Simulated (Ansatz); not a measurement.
Runs of Ansatz 0.2.0 on HfIn4SiO6. The structure is trigonal, space group P312 (No. 149). The conventional cell has a = 5.277 Å, b = 5.277 Å, c = 10.559 Å, α = 90.00°, β = 90.00°, γ = 120.00°. Hf (site symmetry 32) has 6 O at 2.10 Å as nearest neighbours. In (site symmetry 3) is surrounded by 3 O at 2.62 Å. In (site symmetry 3) is surrounded by 3 O at 2.32 Å. Around Si (site symmetry 32) lie 6 O at 1.83 Å. Around O (site symmetry 1) lie 1 Si at 1.83 Å and 1 Hf at 2.10 Å. The cell was built by a generator and needn't be a form met in nature.

```csv
potentials or basis,cutoff (eV),gap on the mesh (eV),pressure (GPa),largest force (eV/Å)
Ansatz PAW earlier set,900,none,0.0,-
Ansatz NC,1240,none,0.0,0.02
SPMS NC,1034,none,-0.3,0.11
PseudoDojo standard (PBE files),1143,none,-0.3,(a)
```

Alike in all rows: task single point; level PBE; no spin polarisation; cell as given; k mesh 6 × 6 × 3; smearing fermi-dirac 0.05 eV.

**Question.** Fill in the values left out.

**Answer.** (a) 0.12.

A k mesh can miss the band edges, and the runs leave out spin-orbit coupling on Hf, In.

A gap of «none» marks a metal or a gap under the smearing width.

Not every run made on this cell is shown here.
